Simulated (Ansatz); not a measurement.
Below is the output of a Python script on the Python package of Ansatz (0.2.0) that makes a comparison of functionals at one structure of SnTe, space group Fm-3m. Write a script that gives it. Settings (first run): r2SCAN, PAW, the default cutoff (500 eV here), 6×6×6 k-points, Methfessel-Paxton smearing of 0.02 eV. The script varies functional: r2scan, rpbe, lda, pbe, pbesol.

The script reads `POSCAR_snte`:
```text
SnTe
1.0
   0.00000000    3.15085000    3.15085000
   3.15085000    0.00000000    3.15085000
   3.15085000    3.15085000    0.00000000
Sn Te
1 1
Direct
   0.00000000    0.00000000    0.00000000
   0.50000000    0.50000000    0.50000000
```

```console
$ python snte_xc.py
DeckWarning: basis.ecutwfc = 500 eV, auto-derived from the records' recommended cutoffs: set by Sn (their level for a meta-GGA)
DeckWarning: basis.ecutwfc = 420 eV, auto-derived from the records' recommended cutoffs: set by Sn (normal level)
run:   functional   F/atom (eV)    iterations       P (GPa)      k-points
run:       r2scan   -6516.98475             6         1.783            16
run:         rpbe   -6511.06181             5         3.634            16
run:          lda   -6353.63435             5        -1.578            16
run:          pbe   -6502.36197             5         2.213            16
run:       pbesol   -6425.92531             6        -0.375            16
```
(Warnings from the package without file and line.)

The script that was run (others could print the same):

`snte_xc.py`:
```python
"""Functional comparison for SnTe (totals differ with the potentials too)."""

import logging
import sys

import ansatz as az
from ase.io import read

logging.basicConfig(stream=sys.stdout, format="%(name)s: %(message)s")
logger = logging.getLogger("run")
logger.setLevel(logging.INFO)

atoms = read("POSCAR_snte", format="vasp")
crystal = az.Crystal.from_ase(atoms)

calculation = crystal.calculation()
calculation = calculation.pseudopotentials("paw").kpoints(6, 6, 6)
calculation = calculation.occupations(az.OccupationsMethod.METHFESSEL_PAXTON, width=0.02)
calculation = calculation.stress()

rows = []
for value in ["r2scan", "rpbe", "lda", "pbe", "pbesol"]:
    summary = calculation.functional(value).run(threads=1, pin="off").report
    rows.append((value, summary["free_energy_ev"] / len(summary["lattice"]["sites"]), summary["n_iterations"], sum(summary["stress_gpa"][i][i] for i in range(3)) / 3, summary["n_kpoints"]))

logger.info("  functional   F/atom (eV)    iterations       P (GPa)      k-points")
for row in rows:
    logger.info(f"{str(row[0]):>12s}  {row[1]:12.5f}  {row[2]:12d}  {row[3]:12.3f}  {row[4]:12d}")
```

From lowest to highest: LDA (-1.6 GPa), PBEsol (-0.4 GPa), r2SCAN (1.8 GPa), PBE (2.2 GPa) and RPBE (3.6 GPa). At a fixed cell a lower pressure usually means a smaller equilibrium volume, so LDA prefers the smallest cell and RPBE the largest.

What to keep in mind:
- Cold and Methfessel-Paxton smearing aren't meant for a gap as narrow as their width.
- The gap on the mesh is very small: a semilocal functional closes or nearly closes the gap of many narrow semiconductors.
- Of the deposited cell: the entry's cell lengths or inner coordinates differ somewhat from later room-temperature determinations.
- Pressure is positive in compression.
- The structure is a deposited one; some such entries were measured under pressure or heat, so a shift against it needn't be the functional's error alone.
- Total energies of different functionals can't be compared; pressures, moments and gaps at this one structure can.
- Processor time in the engine: 8.2 s on 1 thread of Intel(R) Xeon(R) Processor @ 2.30GHz (shared host), peak memory 0.77 GiB.
